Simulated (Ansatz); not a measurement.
**GaCNCl2 (SMILES N#[C][Ga]([Cl])[Cl]) at 6 levels**

Wanted: a comparison of 6 runs (BLYP/cc-pVDZ, HSE06/cc-pVDZ, PBE-QIDH/cc-pVDZ, r2SCAN/cc-pVDZ, wB97X/cc-pVDZ, MP2/cc-pVDZ) of GaCNCl2. 

The results are computed with Ansatz 0.2.0.

74 further runs of the same task are left out: 1 that didn't finish, 73 set aside as unsound or not needed. Runs told in other sessions of the task aren't counted.

### 1 The system as given

The species is GaCNCl2 (5 atoms), meant as a singlet with charge 0. SMILES: `N#[C][Ga]([Cl])[Cl]`. The C2–Ga3 distance was set to 2.494 Å, away from the relaxed value.

Bond lengths: N1–C2 1.152 Å, Ga3–Cl4 2.106 Å, Ga3–Cl5 2.106 Å. Angles: Cl4–Ga3–Cl5 120.5°.

### 2 A single-point energy at BLYP/cc-pVDZ (run 1)

Contents of molecule.yaml:

```yaml
crystal:
  periodic: [false, false, false]
  atoms:
    - {symbol: "N", position_ang: [1.117458, -1.619193, 2.358245]}
    - {symbol: C, position_ang: [0.701358, -1.016093, 1.469445]}
    - {symbol: Ga, position_ang: [-0.199400, 0.288700, -0.455700]}
    - {symbol: Cl, position_ang: [-1.735500, -0.526200, -1.643200]}
    - {symbol: Cl, position_ang: [0.581700, 2.197000, -0.881800]}
basis:
  gaussian:
    orbitals: cc-pVDZ
hamiltonian:
  xc: {name: BLYP}
accuracy: high
output: {orbitals: {seedname: orbitals}}
```

Command:

```console
$ ansatz run molecule.yaml --threads 1 --pin off --max-ram 3480MiB --events-out events.jsonl --progress --plain --runs-dir runs
```

What it wrote:

```text
Warning: RAYON_NUM_THREADS=1 ignored (pool sized by the plan → 1); use --threads N
Functional definition: BLYP
  name "BLYP"
  parameter beta = 0.0042
  parameter a = 0.04918
  parameter b = 0.132
  parameter c = 0.2533
  parameter d = 0.349
  exchange = b88_x(beta = beta)
  correlation = lyp_c(a = a, b = b, c = c, d = d)
1965 factors; integrals over basis functions are off by at most 4.4e-9 eV
mean field evaluation 1: about -79944.0273 eV, gradient 5.4e1 eV
mean field evaluation 2: about -79773.0967 eV, gradient 1.8e2 eV
mean field evaluation 4: about -79950.3084 eV, gradient 2.6e1 eV
mean field evaluation 8: about -79952.1117 eV, gradient 1.2e-1 eV
mean field evaluation 16: about -79952.1105 eV, gradient 1.5e-5 eV
mean field -79952.11046234 eV, -2938.1858660041 hartree, gradient 3.0e-8 eV, S^2 0.000000; 0 other end points of the search recorded, 0 dependent functions left out
reference -79952.11051523 eV, -2938.1858679477 hartree; 39, 39 occupied and 52, 52 virtual orbitals, 1965 factors
Total energy: -79952.11051523 eV, -2938.1858679477 hartree
```

Run time: 6.9 s. Hardware: 1 thread of Intel Xeon Platinum 8375C at 2.90GHz (Ice Lake), shared host; peak memory 0.26 GiB.

### 3 The energy at HSE06/cc-pVDZ (run 2)

Changes to molecule.yaml since step 2:

```diff
@@ -9,7 +9,5 @@
 basis:
-  gaussian:
-    orbitals: cc-pVDZ
-hamiltonian:
-  xc: {name: BLYP}
+  gaussian: {orbitals: cc-pVDZ}
 accuracy: high
+hamiltonian: {xc: hse06}
 output: {orbitals: {seedname: orbitals}}
```

Command:

```console
$ ansatz run molecule.yaml --threads 1 --pin off --max-ram 3480MiB --events-out events.jsonl --progress --plain --runs-dir runs
```

What it wrote:

```text
Warning: RAYON_NUM_THREADS=1 ignored (pool sized by the plan → 1); use --threads N
Functional definition: HSE06
  name "HSE06"
  parameter a = 0.25
  parameter omega = 0.11/bohr
  exchange = pbe_x - a*pbe_x_sr(omega) + a*exact_x_sr(omega)
  correlation = pbe_c
1965 factors; integrals over basis functions are off by at most 4.4e-9 eV
103 factors; integrals over basis functions are off by at most 1.2e-9 eV
mean field evaluation 1: about -79926.4550 eV, gradient 4.5e1 eV
mean field evaluation 2: about -79832.0096 eV, gradient 1.6e2 eV
mean field evaluation 4: about -79931.6739 eV, gradient 1.4e1 eV
mean field evaluation 8: about -79932.1362 eV, gradient 4.1e-1 eV
mean field evaluation 16: about -79932.2809 eV, gradient 5.3e-5 eV
mean field -79932.28090598 eV, -2937.4571432490 hartree, gradient 1.1e-8 eV, S^2 0.000000; 0 other end points of the search recorded, 0 dependent functions left out
reference -79932.28090926 eV, -2937.4571433695 hartree; 39, 39 occupied and 52, 52 virtual orbitals, 1965 factors
Total energy: -79932.28090926 eV, -2937.4571433695 hartree
```

Wall time 10 s (1 thread of Intel Xeon Platinum 8375C at 2.90GHz (Ice Lake), shared host); peak memory 0.4 GiB.

Runs 3 to 5 aren't shown in full; the table further down has their settings and results.

### 4 The energy at MP2/cc-pVDZ (run 6)

Contents of molecule.yaml:

```yaml
crystal:
  periodic: [false, false, false]
  atoms:
    - {symbol: N, position_ang: [1.117458, -1.619193, 2.358245]}
    - {symbol: C, position_ang: [0.701358, -1.016093, 1.469445]}
    - {symbol: Ga, position_ang: [-0.199400, 0.288700, -0.455700]}
    - {symbol: Cl, position_ang: [-1.735500, -0.526200, -1.643200]}
    - {symbol: Cl, position_ang: [0.581700, 2.197000, -0.881800]}
basis:
  gaussian:
    orbitals: cc-pVDZ
correlation:
  method: mp2
  frozen_orbitals: {C: 1, Cl: 5, Ga: 9, "N": 1}
accuracy: high
```

Command:

```console
$ ansatz run molecule.yaml --threads 1 --pin off --max-ram 3480MiB --events-out events.jsonl --progress --plain --runs-dir runs
```

What it wrote:

```text
Warning: RAYON_NUM_THREADS=1 ignored (pool sized by the plan → 1); use --threads N
Functional definition: HF
  name "HF"
  exchange = exact_x
  correlation = 0
1965 factors; integrals over basis functions are off by at most 4.4e-9 eV
mean field evaluation 1: about -79851.0166 eV, gradient 3.4e1 eV
mean field evaluation 2: about -79851.5026 eV, gradient 3.4e1 eV
mean field evaluation 4: about -79854.9382 eV, gradient 4.0e0 eV
mean field evaluation 8: about -79855.0308 eV, gradient 4.4e-1 eV
mean field evaluation 16: about -79855.0318 eV, gradient 1.5e-8 eV
mean field -79855.03176634 eV, -2934.6182897284 hartree, gradient 1.5e-8 eV, S^2 0.000000; 0 other end points of the search recorded, 0 dependent functions left out
21 core orbitals not correlated: weight in the atoms' cores, before any rotation towards them, 1.000 or more for the frozen orbitals, at most 0.000 for the correlated occupied ones
reference -79855.03176634 eV, -2934.6182897284 hartree; 18, 18 occupied and 52, 52 virtual orbitals, 1965 factors
second order -16.70069927 eV of doubles, -0.00000000 eV of singles
Total energy: -79871.73246561 eV, -2935.2320291065 hartree
```

Run time: 6.9 s. Hardware: 1 thread of Intel Xeon Platinum 8375C at 2.90GHz (Ice Lake), shared host; peak memory 0.34 GiB.

### 5 Overview of the runs

| run | level | frozen core orbitals | energy (Eh) | HOMO energy (eV) | LUMO energy (eV) | HOMO–LUMO gap (eV) | wall time |
| --- | --- | --- | --- | --- | --- | --- | --- |
| 1 | BLYP/cc-pVDZ | – | -2938.185868 | -7.72 | -4.21 | 3.51 | 6.9 s |
| 2 | HSE06/cc-pVDZ | – | -2937.457143 | -9.02 | -3.89 | 5.13 | 10 s |
| 3 | PBE-QIDH/cc-pVDZ | 21 | -2936.851003 | -11.48 | -1.69 | 9.79 | 15 s |
| 4 | r2SCAN/cc-pVDZ | – | -2938.018041 | -8.32 | -4.21 | 4.11 | 17 s |
| 5 | wB97X/cc-pVDZ | – | -2938.153984 | -11.84 | -1.52 | 10.32 | 34 s |
| 6 | MP2/cc-pVDZ | 21 | -2935.232029 | – | – | – | 6.9 s |

### 6 Outcome

| quantity | value |
| --- | --- |
| run 6: total energy | -2935.23203 Eh |
| run 6: correlation energy (21 core orbitals frozen) | -613.7 mEh |

What this shows: Over runs 1, 2, 3, 4, 5 the HOMO–LUMO gap runs from 3.51 eV (BLYP/cc-pVDZ) to 10.32 eV (wB97X/cc-pVDZ). Totals of different functionals can't be ranked against each other. All runs together took 89 s, the longest 34 s.
